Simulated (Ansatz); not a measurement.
**HSe: atomisation energy from a Python script**

How much energy holds HSe together? Aim: an atomisation energy, for HSe, run from a script.

Program: the Python package of Ansatz 0.2.0. Level of theory: MP2/def2-SVP. These are calculated values, not measurements.

### 1 The structure

Bond lengths: H1–Se2 1.435 Å.

The script holds or builds the structure itself.

### 2 Script

The input, tae_hse.py:

```python
"""Energy to split HSe into its atoms."""

from collections import Counter

import ansatz as az
from ase import Atoms

BASIS_SET = "def2-SVP"
LEVEL = "mp2"


def total_energy(molecule, charge=0, unpaired=0):
    calc = molecule.calculation().basis(gaussian=BASIS_SET).correlation(LEVEL)
    if charge:
        calc = calc.charge(charge)
    if unpaired:
        calc = calc.spin("collinear", total=unpaired)
    report = calc.run().report
    if report["published_state_doubts"]:
        print("  doubts:", report["published_state_doubts"])
    return report["free_energy_ev"]

atoms = Atoms(["H", "Se"], positions=[
    (0.0, 0.0, 0.0),
    (0.0, 0.0, 1.435),
])
molecule = az.Crystal.molecule_from_ase(atoms)

# unpaired electrons of the ground-state atoms
unpaired = {"H": 1, "Se": 2}
counts = Counter(site.symbol for site in molecule.cartesian_sites)
atom_energy = {s: total_energy(az.Crystal.molecule().atom(s, (0, 0, 0)), 0, unpaired[s]) for s in counts}
whole = total_energy(molecule, 0, 1)
for s, e in atom_energy.items():
    print(f"{s:2s} x{counts[s]}  {e:14.5f} eV")
print(f"HSe: {whole:.5f} eV")
split = sum(counts[s] * e for s, e in atom_energy.items()) - whole
print(f"atomisation energy (no zero-point term): {23.060548 * split:.1f} kcal/mol, {split / sum(counts.values()):.3f} eV an atom")
```

### 3 The input behind the calls

The engine receives this input (first run):

```yaml
crystal:
  periodic: [false, false, false]
  atoms:
    - { symbol: H, position_ang: [0.0, 0.0, 0.0] }
basis:
  gaussian:
    orbitals: def2-SVP
magnetization:
  spin_polarized: true
  initial_magnetization: 1.0
correlation:
  method: mp2
```

### 4 The run

The run is started by

```sh
> python tae_hse.py
```

**Question.** What does it cost to take this molecule apart into atoms?

The runs gave:

```
                         quantity          value
atomisation energy, no zero point  69.2 kcal/mol
                    runs compared              3
```

In words: Zero-point motion and spin-orbit terms of the atoms are left out, and both would lower it. 69.2 kcal/mol from the electronic energies, without the zero-point term. What to keep in mind:
- The geometry is a force-field or estimated start, not a minimum of this method, and the basis set is short of its limit. All parts are taken at fixed geometry, without zero-point energy.
- The run takes the species as open-shell (spin multiplicity 2), which needn't be its ground state.
- In double-zeta sets correlated atomisation energies come out some 10 to 15 % low.
- The spin-orbit lowering of heavy atoms is left out.
